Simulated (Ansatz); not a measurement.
# CH4BrNOSi: basis-set convergence

Aim: see how fast density functionals converge with the basis set for CH4BrNOSi.

Program: Ansatz 0.2.0, Gaussian basis. Level of theory: one geometry, several basis sets. These are calculated values, not measurements.

Levels to be run: PBE0-D4/def2-SVP; ωB97M-V/def2-SVP; PBE0-D4/def2-QZVPP; ωB97M-V/def2-QZVPP; the functionals' def2-TZVPP values are taken from earlier runs.

### Step 1. The relaxed structure

An earlier PBE0-D4 in a triple-zeta def2 set relaxation fixed the geometry.

SMILES `N=C[SiH](O)Br`, 9 atoms, charge 0, spin multiplicity 1.

Atoms are counted from 1 here; the program's logs count them from 0.

Bond lengths: N1–C2 1.269 Å, N1–H6 1.024 Å, C2–Si3 1.882 Å, C2–H7 1.096 Å, Si3–O4 1.635 Å, Si3–Br5 2.222 Å, Si3–H8 1.477 Å, O4–H9 0.959 Å. Angles: C2–N1–H6 110.9°, N1–C2–Si3 123.5°, N1–C2–H7 116.8°, Si3–C2–H7 119.8°, C2–Si3–O4 109.1°, C2–Si3–Br5 107.6°, C2–Si3–H8 112.8°, O4–Si3–Br5 111.1°, O4–Si3–H8 107.8°, Br5–Si3–H8 108.4°, Si3–O4–H9 118.6°.

Geometry (Å):

```xyz
9
charge 0, multiplicity 1
N     0.7395    0.9296    1.5949
C     0.5868    1.0472    0.3405
Si   -0.4442   -0.1389   -0.6951
O    -0.9341   -1.3836    0.2449
Br    0.8321   -0.8540   -2.3678
H     0.2294    0.1158    1.9502
H     1.0931    1.8916   -0.1418
H    -1.6486    0.4973   -1.2664
H    -0.3655   -2.1515    0.3236
```

### Step 2. PBE0-D4 in def2-SVP

Contents of in.yaml:

```yaml
crystal:
  periodic: [false, false, false]
  atoms:
    - {symbol: N, position_ang: [0.739481, 0.929590, 1.594903]}
    - {symbol: C, position_ang: [0.586827, 1.047231, 0.340455]}
    - {symbol: Si, position_ang: [-0.444152, -0.138858, -0.695071]}
    - {symbol: O, position_ang: [-0.934142, -1.383583, 0.244880]}
    - {symbol: Br, position_ang: [0.832101, -0.853981, -2.367773]}
    - {symbol: H, position_ang: [0.229354, 0.115818, 1.950203]}
    - {symbol: H, position_ang: [1.093100, 1.891634, -0.141813]}
    - {symbol: H, position_ang: [-1.648579, 0.497294, -1.266420]}
    - {symbol: H, position_ang: [-0.365489, -2.151545, 0.323636]}
basis:
  gaussian: {orbitals: def2-SVP}
hamiltonian: {xc: pbe0, dispersion: d4}
output: {orbitals: {seedname: orbitals}}
```

Command:

```bash
$ ansatz run in.yaml --threads 4 --pin off --events-out ev --progress --plain --max-ram 10444MiB
```

After this run come: ωB97M-V in def2-SVP; PBE0-D4 in def2-QZVPP; ωB97M-V in def2-QZVPP.

**Question.** What will the summary of the whole plan be? Wanted: PBE0-D4: double and triple zeta above quadruple; ωB97M-V: double and triple zeta above quadruple.

The runs gave:

| quantity | value |
| --- | --- |
| PBE0-D4: double and triple zeta above quadruple | 18.99, 1.97 eV |
| ωB97M-V: double and triple zeta above quadruple | 19.04, 1.88 eV |

PBE0-D4 gains 17.02 eV from double to triple zeta, then 1.97 eV more. Total energies overstate the basis error of differences, where much of it tends to cancel.
